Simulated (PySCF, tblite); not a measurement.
# C5H10O2: magnetic properties

Aim: compute the magnetic properties of C5H10O2 (`CO[C@H]1C[C@@H](O)C1`).

Computed with tblite 0.8.0 and PySCF 2.14.0 and routines of our own; the level stands in each step. Atoms count from 0.

## 1. The system as given

17 atoms, charge 0, multiplicity 1; geometry from: force field or distance geometry start.

## 2. Geometry optimisation with GFN2-xTB, one coordinate held

Job settings and geometry (Å):

```
{"job": {"kind": "relax", "xc": "GFN2-xTB", "basis": "xTB"}, "charge": 0, "multiplicity": 1}
C     -2.508900     0.586400    -0.978000
O     -1.351600     0.863900    -0.228700
C     -0.281300    -0.119800    -0.324600
C      1.082200     0.452100    -0.771200
C      1.735100    -0.526700     0.251500
O      2.864700    -0.029600     0.974200
C      0.388100    -0.546000     0.988800
H     -2.266400     0.543000    -2.037600
H     -2.965200    -0.354700    -0.650300
H     -3.235700     1.399700    -0.811300
H     -0.602300    -0.969000    -0.952000
H      1.340500     0.267700    -1.808700
H      1.225500     1.507500    -0.523200
H      1.982900    -1.495800    -0.210800
H      2.595600     0.847500     1.326000
H      0.080500    -1.528400     1.381900
H      0.306100     0.186300     1.807300
```

On the command line:

```
$ OMP_NUM_THREADS=1 python excited_run.py task.json out
```

One launch serves the whole session: the jobs run in the order shown.

Output:

```text
step      E/eV     max force
  0    -650.45014    1.619
  1    -650.54608    0.745
  2    -650.58433    0.553
  3    -650.61124    0.360
  4    -650.62069    0.183
  5    -650.62427    0.164
  6    -650.62874    0.153
  7    -650.63187    0.155
  8    -650.63397    0.094
  9    -650.63521    0.090
 10    -650.63611    0.101
 11    -650.63675    0.083
 12    -650.63725    0.075
 13    -650.63770    0.080
 14    -650.63817    0.074
 15    -650.63863    0.080
 16    -650.63908    0.059
 17    -650.63954    0.053
 18    -650.64001    0.061
 19    -650.64050    0.062
 20    -650.64104    0.069
 21    -650.64171    0.073
 22    -650.64255    0.089
 23    -650.64359    0.100
 24    -650.64473    0.101
 25    -650.64597    0.098
 26    -650.64731    0.099
 27    -650.64875    0.101
 28    -650.65022    0.099
 29    -650.65168    0.096
 30    -650.65307    0.106
 31    -650.65431    0.097
 32    -650.65524    0.065
 33    -650.65580    0.042
 34    -650.65613    0.047
 35    -650.65636    0.041
 36    -650.65652    0.034
 37    -650.65666    0.031
 38    -650.65680    0.048
 39    -650.65698    0.061
 40    -650.65718    0.053
 41    -650.65734    0.036
 42    -650.65746    0.030
 43    -650.65756    0.030
 44    -650.65767    0.033
 45    -650.65777    0.039
 46    -650.65785    0.043
 47    -650.65792    0.042
 48    -650.65798    0.040
 49    -650.65803    0.036
 50    -650.65806    0.034
 51    -650.65809    0.036
 52    -650.65812    0.038
 53    -650.65814    0.040
 54    -650.65817    0.040
 55    -650.65819    0.040
 56    -650.65821    0.038
 57    -650.65822    0.036
```

It took 0.51 s on 1 thread of Arm Neoverse V1, shared host; peak memory 0.18 GiB.

One coordinate is held by a constraint (a dihedral, as typed in the start), so the force along it need not vanish.

Along the way: (not every step is listed)

```tsv
step	energy from step 0 (eV)	largest force (eV/Å)
0	0.0000	1.6194
1	-0.0959	0.7450
2	-0.1342	0.5533
3	-0.1611	0.3605
4	-0.1705	0.1828
5	-0.1741	0.1644
6	-0.1786	0.1528
7	-0.1817	0.1550
8	-0.1838	0.0936
12	-0.1871	0.0748
16	-0.1889	0.0591
20	-0.1909	0.0695
24	-0.1946	0.1008
28	-0.2001	0.0990
32	-0.2051	0.0646
36	-0.2064	0.0343
40	-0.2070	0.0527
44	-0.2075	0.0331
48	-0.2078	0.0403
52	-0.2080	0.0381
53	-0.2080	0.0397
54	-0.2080	0.0403
55	-0.2080	0.0400
56	-0.2081	0.0380
57	-0.2081	0.0357
```

Close pairs (by a distance rule), those that changed most:

```tsv
bond	before (Å)	after (Å)	change (Å)
O1–C2	1.457	1.409	-0.048
C4–O5	1.430	1.394	-0.036
O5–H14	0.983	0.965	-0.018
C6–H15	1.102	1.087	-0.015
C3–C4	1.559	1.544	-0.015
C0–H9	1.103	1.089	-0.015
C6–H16	1.101	1.088	-0.013
C4–H13	1.102	1.091	-0.011
```

The end geometry stands in the next job.

## 3. Magnetic properties: GIAO PBE0/pcSseg-1

Job settings and geometry (Å):

```
{"job": {"kind": "mag", "xc": "PBE0", "basis": "pcSseg-1", "isotopologues": 0}, "charge": 0, "multiplicity": 1}
C     -2.448984     0.673457    -0.899749
O     -1.255570     0.837300    -0.177991
C     -0.289525    -0.171430    -0.366042
C      1.087435     0.311810    -0.867735
C      1.757713    -0.457415     0.291079
O      2.726999     0.208380     1.039705
C      0.370490    -0.673247     0.933248
H     -2.274266     0.705749    -1.981864
H     -2.944694    -0.271002    -0.646347
H     -3.093100     1.503886    -0.615878
H     -0.695336    -0.987147    -0.971367
H      1.371427     0.026158    -1.877258
H      1.186682     1.389834    -0.753183
H      2.227085    -1.388364    -0.031504
H      2.351401     1.039231     1.355300
H      0.124367    -1.683110     1.250139
H      0.187833     0.020251     1.751979
```

With the program's defaults for keys left out, this is: GIAO PBE0/pcSseg-1 magnetisability, rotational g tensor and spin-rotation constants, non-relativistic, gas phase.

Output:

```text
coarse grid: 13808 points
cycle   1  E = -346.3336259340  dE =  9.591e-01  |g| = 7.815e-01  |ddm| = 3.588e+00
cycle   2  E = -346.2426798608  dE =  9.095e-02  |g| = 1.077e+00  |ddm| = 1.479e+00
cycle   3  E = -346.4457708282  dE = -2.031e-01  |g| = 1.032e-01  |ddm| = 9.309e-01
cycle   4  E = -346.4476485927  dE = -1.878e-03  |g| = 4.032e-02  |ddm| = 9.967e-02
cycle   5  E = -346.4480070090  dE = -3.584e-04  |g| = 6.756e-03  |ddm| = 3.544e-02
cycle   6  E = -346.4480143191  dE = -7.310e-06  |g| = 2.730e-03  |ddm| = 7.381e-03
final grid: 132176 points
cycle   7  E = -346.5124841741  dE = -3.260e-05  |g| = 1.357e-02  |ddm| = 3.315e-02
cycle   8  E = -346.5124426969  dE =  4.148e-05  |g| = 2.045e-02  |ddm| = 2.142e-02
cycle   9  E = -346.5125180257  dE = -7.533e-05  |g| = 1.115e-03  |ddm| = 1.363e-02
cycle  10  E = -346.5125183045  dE = -2.787e-07  |g| = 1.946e-04  |ddm| = 1.241e-03
cycle  11  E = -346.5125183126  dE = -8.086e-09  |g| = 4.659e-05  |ddm| = 2.123e-04
cycle  12  E = -346.5125183130  dE = -4.013e-10  |g| = 2.017e-05  |ddm| = 5.530e-05
converged SCF energy = -346.5125183130

Magnetisability tensor (1e-30 J/T^2)
    -1234.92       -7.22      -89.26
       -7.22     -990.37       30.24
      -89.26       30.24    -1074.72
isotropic -1100.01   principal values   -1274.87  -1050.41   -974.74
isotropic susceptibility -66.244 1e-6 cm^3/mol

Inertial axes            a          b          c
rot. const./GHz      7.4503     1.3983     1.3393
chi total           -76.244    -63.272    -59.216
chi diamagnetic    -268.400   -957.691  -1000.724
chi paramagnetic    192.156    894.420    941.508
quadrupole/D A       -5.442     -0.159      5.602
g nuclear            0.6792     0.5782     0.5788
g electronic        -0.6726    -0.5876    -0.5924
g total              0.0066    -0.0093    -0.0136

Spin-rotation constants (kHz, H = +C I.J)
atom  isotope        aa         bb         cc
  7     1H       -0.776      0.026     -0.097
  8     1H       -0.743     -0.032     -0.051
  9     1H       -0.432     -0.142      0.006
 10     1H       -0.522     -0.166      0.027
 11     1H       -0.832     -0.021     -0.051
 12     1H       -0.898     -0.125      0.026
 13     1H       -0.486     -0.144      0.022
 14     1H       -0.895     -0.192      0.006
 15     1H       -0.832     -0.022     -0.050
 16     1H       -0.906     -0.124      0.026
  0    13C*       1.058      0.343      0.300
  1    17O*      -0.754     -0.134     -0.073
  2    13C*       1.728      0.355      0.233
  3    13C*       1.089      0.301      0.267
  4    13C*       1.743      0.302      0.230
  5    17O*      -0.860     -0.185     -0.157
* in the singly substituted isotopologue
```

Run time: 24 s. Hardware: 1 thread of Arm Neoverse V1, shared host; peak memory 0.77 GiB.

Key values:

```tsv
quantity	value
magnetisability	-1100·10⁻³⁰ J/T²
molar susceptibility	-66.2·10⁻⁶ cm³/mol
rotational g (a, b, c)	0.0066, -0.0093, -0.0136
```

## 4. Results

```
                                           quantity                     value
       magnetisability (step 3, GIAO PBE0/pcSseg-1)          -1100·10⁻³⁰ J/T²
  molar susceptibility (step 3, GIAO PBE0/pcSseg-1)        -66.2·10⁻⁶ cm³/mol
rotational g (a, b, c) (step 3, GIAO PBE0/pcSseg-1)  0.0066, -0.0093, -0.0136
```

**Reading.** The values above hold for this geometry and these levels alone. Vibrational averaging and real surroundings are missing from these values.
